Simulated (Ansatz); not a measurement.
Relaxation of a periodic cell of 31 atoms, Al30Si (host Al, host structure fcc, dopant Si, one Al atom removed), to a largest force component of 0.03 eV/Å in at most 60 steps.

Method: Ansatz, DFT PBE-D3(BJ), scalar-relativistic, plane waves, PAW. Settings: PAW set soft_1, cutoff 420 eV, k mesh 3x3x3, gaussian smearing 0.1 eV, no spin polarisation.

```xyz
31
Lattice="8.1000 0.0000 0.0000 0.0000 8.1000 0.0000 0.0000 0.0000 8.1000" Properties=species:S:1:pos:R:3
Si 4.051 0.016 -0.054
Al 6.067 2.041 0.041
Al 6.105 -0.031 2.101
Al -0.012 -0.016 -0.016
Al 1.986 2.008 -0.027
Al 4.030 4.023 -0.015
Al 6.087 6.047 -0.041
Al 2.034 -0.009 2.037
Al 4.016 2.014 1.994
Al 6.029 4.028 2.013
Al 4.051 -0.042 4.063
Al 6.097 2.026 4.030
Al -0.032 4.070 -0.031
Al 2.054 6.015 -0.063
Al 0.004 1.981 2.046
Al 2.005 4.027 2.026
Al 4.074 6.092 2.012
Al -0.017 0.016 4.021
Al 1.991 1.993 4.137
Al 4.087 4.060 4.036
Al 6.087 6.025 4.039
Al 2.048 0.003 6.039
Al 4.046 2.017 6.112
Al 6.097 4.053 6.137
Al -0.015 6.109 2.039
Al -0.002 4.036 4.066
Al 2.069 6.030 4.054
Al 0.028 2.004 6.056
Al 2.067 4.045 6.066
Al 4.064 6.085 6.093
Al 0.019 6.119 6.088
```

Q: Where does it end, and by what steps?

A: The run converged. The force dipped under the threshold on the way, but the program's further checks kept it going. Limits of this set-up: coarse k mesh. After 3 steps the energy has fallen by 0.260 eV; Al19 moved furthest, 0.10 Å.

| step | energy less start (eV) | largest force component (eV/Å) | accepted |
| --- | --- | --- | --- |
| 0 | 0.0000 | 0.474 | yes |
| 1 | -0.2437 | 0.128 | yes |
| 2 | -0.2601 | 0.016 | yes |
| 3 | -0.2601 | 0.016 | yes |

```xyz
31
Lattice="8.1000 0.0000 0.0000 0.0000 8.1000 0.0000 0.0000 0.0000 8.1000" Properties=species:S:1:pos:R:3
Si 4.046 -0.008 -0.006
Al 6.064 1.964 -0.020
Al 6.067 -0.012 2.024
Al 0.000 -0.009 -0.018
Al 2.037 2.014 0.002
Al 4.051 4.040 0.001
Al 6.063 6.115 -0.021
Al 2.043 -0.011 2.008
Al 4.048 2.010 2.012
Al 6.079 4.038 2.024
Al 4.069 -0.011 4.051
Al 6.075 2.003 4.067
Al 0.003 4.041 0.002
Al 2.038 6.066 0.004
Al 0.006 2.023 2.023
Al 2.034 4.038 2.021
Al 4.051 6.070 2.013
Al -0.014 -0.010 4.065
Al 2.031 2.022 4.051
Al 4.050 4.042 4.047
Al 6.077 6.075 4.067
Al 2.030 -0.010 6.088
Al 4.075 1.968 6.087
Al 6.079 4.041 6.075
Al 0.004 6.056 2.021
Al 0.000 4.038 4.053
Al 2.033 6.057 4.047
Al -0.015 2.002 6.077
Al 2.030 4.040 6.072
Al 4.075 6.114 6.088
Al -0.013 6.078 6.076
```

Whether the end is a true minimum wasn't checked by a vibrational analysis.

The run took 52 s on 4 threads of AMD EPYC 7R43 64-Core Processor (Zen 3), with other jobs on the host, peak memory 1.5 GiB.
